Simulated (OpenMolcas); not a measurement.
# Ir⁶⁺ among point charges: CASSCF and CASPT2 levels and susceptibility

How does a field of 6 point charges split the states of Ir⁶⁺, and what χT follows?

Method: state-averaged CASSCF and CASPT2, spin-orbit coupling by RASSI with atomic mean-field integrals. Code: OpenMolcas 26.06.

## Step 1: The system

- Species: Ir⁶⁺ (iridium, Z = 77, 71 electrons)
- Basis: ANO-RCC-VDZP [7s6p4d2f], 59 functions
- Scalar Hamiltonian: DKH2, point nucleus
- Inactive shells: 1s 2s 2p 3s 3p 3d 4s 4p 4d 4f 5s 5p
- Active space: 3 electrons in 5 orbitals (5d)
- Some configurations of this space: 5d³
- Orbitals: optimised for each spin and parity, averaged over all roots

The outer shells:

5d3
```
5d [↑ ][↑ ][↑ ][  ][  ]
```

The ion sits among 6 point charges of -1.7 e arranged as an octahedron (Oh), 1.78 Å from the ion.

The work runs as a chain of OpenMolcas steps in one folder; each step below is one input file. Labels, J, g values, rates, χT and fits are worked out afterwards by a script from the matrices that RASSI stores. The input lists half of the charges; inversion (Group=XYZ) makes the rest.

## Step 2: GATEWAY and SEWARD: basis and integrals

a.inp reads:

```
&GATEWAY
Coord
1

Ir 0.0 0.0 0.0
Basis=ANO-RCC-VDZP
Group=XYZ
NoMove
AngMom=0.0 0.0 0.0
AMFI
XField
3 Angstrom 0
1.780000 0.000000 0.000000 -1.700000
0.000000 1.780000 0.000000 -1.700000
0.000000 0.000000 1.780000 -1.700000
&SEWARD
```

The run is started by

```
$ OMP_NUM_THREADS=1 MOLCAS_MEM=1689 MOLCAS_PROJECT=a pymolcas a.inp > a.log
```

## Step 3: CASSCF: quartets of even parity, 10 roots

a.inp reads:

```
&RASSCF
FileOrb=start.orb
Symmetry=1
Spin=4
nActEl=3 0 0
Inactive=15 19
Ras2=5 0
CIRoot=10 10 1
SDav=10
CIMx=300
Iter=120 100
PrWF=0.3
OrbListing=Nothing
MaxOrb=0
>>> COPY $Project.JobIph JOB001
```

start.orb holds the contracted functions of the basis, ordered by shell, or the orbitals of the step before.

## Step 4: CASSCF: doublets of even parity, 40 roots

a.inp reads:

```
&RASSCF
FileOrb=start.orb
Symmetry=1
Spin=2
nActEl=3 0 0
Inactive=15 19
Ras2=5 0
CIRoot=40 40 1
SDav=40
CIMx=300
Iter=120 100
PrWF=0.3
OrbListing=Nothing
MaxOrb=0
>>> COPY $Project.JobIph JOB002
```

## Step 5: RASSI: spin-orbit coupling between the states

a.inp reads:

```
&RASSI
NrOfJobIphs=2 10 40
1 2 3 4 5 6 7 8 9 10
1 2 3 4 5 6 7 8 9 10 11 12 13 14 15 16 17 18 19 20 21 22 23 24 25 26 27
28 29 30 31 32 33 34 35 36 37 38 39 40
IphNames
JOB001
JOB002
EJob
SpinOrbit
DIPRint=1.0
SOCoupling=1000.0
Subsets=2
Property=9
'ANGMOM' 1 'ANGMOM' 2 'ANGMOM' 3 'MLTPL  1' 1 'MLTPL  1' 2 'MLTPL  1' 3
'AMFI' 1 'AMFI' 2 'AMFI' 3
SOProperty=3
'ANGMOM' 1 'ANGMOM' 2 'ANGMOM' 3
```

## Step 6: CASPT2: IPEA 0.25, imaginary shift 0.1 (closed shells correlated: 5s 5p)

a.inp reads:

```
>>> COPY JOB001 $Project.JobIph
&CASPT2
Multistate=10 1 2 3 4 5 6 7 8 9 10
NoMult
Frozen=14 16
IPEA=0.25
Imaginary=0.1
MaxIter=60
WThr=0.0 0.3 0.05
PrWF=0.5
NoMix
>>> COPY JOB002 $Project.JobIph
&CASPT2
Multistate=40 1 2 3 4 5 6 7 8 9 10 11 12 13 14 15 16 17 18 19 20 21 22
23 24 25 26 27 28 29 30 31 32 33 34 35 36 37 38 39 40
NoMult
Frozen=14 16
IPEA=0.25
Imaginary=0.1
MaxIter=60
WThr=0.0 0.3 0.05
PrWF=0.5
NoMix
```

(Steps that only read results are left out.)

Before running it: what results should come out? Wanted: spin-free ground state; first state of the same spin within the active space; lowest level; next level.

**Answer**, as computed:

| quantity | value |
| --- | --- |
| method | SS-CASPT2, IPEA 0.25, imaginary shift 0.1 (closed shells correlated: 5s 5p) |
| spin-free ground state | 4A2, 1-fold in its orbital part |
| first state of the same spin within the active space | 4T2 at 10600 cm⁻¹ |
| lowest level | 4-fold Γ8 |
| next level | 9897.1 cm⁻¹ |
| χT at 300 K | 0.19 cm³ K/mol |
| effective moment at 300 K | 1.25 μB |

Cost by method:

```
                                              method  time of its own steps  time with the reference
                                           A. CASSCF                   10 s                     10 s
B. SS-CASPT2, IPEA 0.25, imaginary shift 0.1, +5s 5p                    4 s                     14 s
```

Times are of one thread on a shared host.

In words: The spin-free ground state (4A2) comes to 100 % from free-ion F terms and keeps the highest spin of the shell. χT at 300 K is 0.19, against 1.88 cm³ K/mol for the spin alone, so spin-orbit coupling lowers it. CASPT2 does not keep the components of a term degenerate, and the means are used. The field of point charges can differ much from that of real complexes. Point charges carry no covalency, so the field is a model and not that of real ligands.
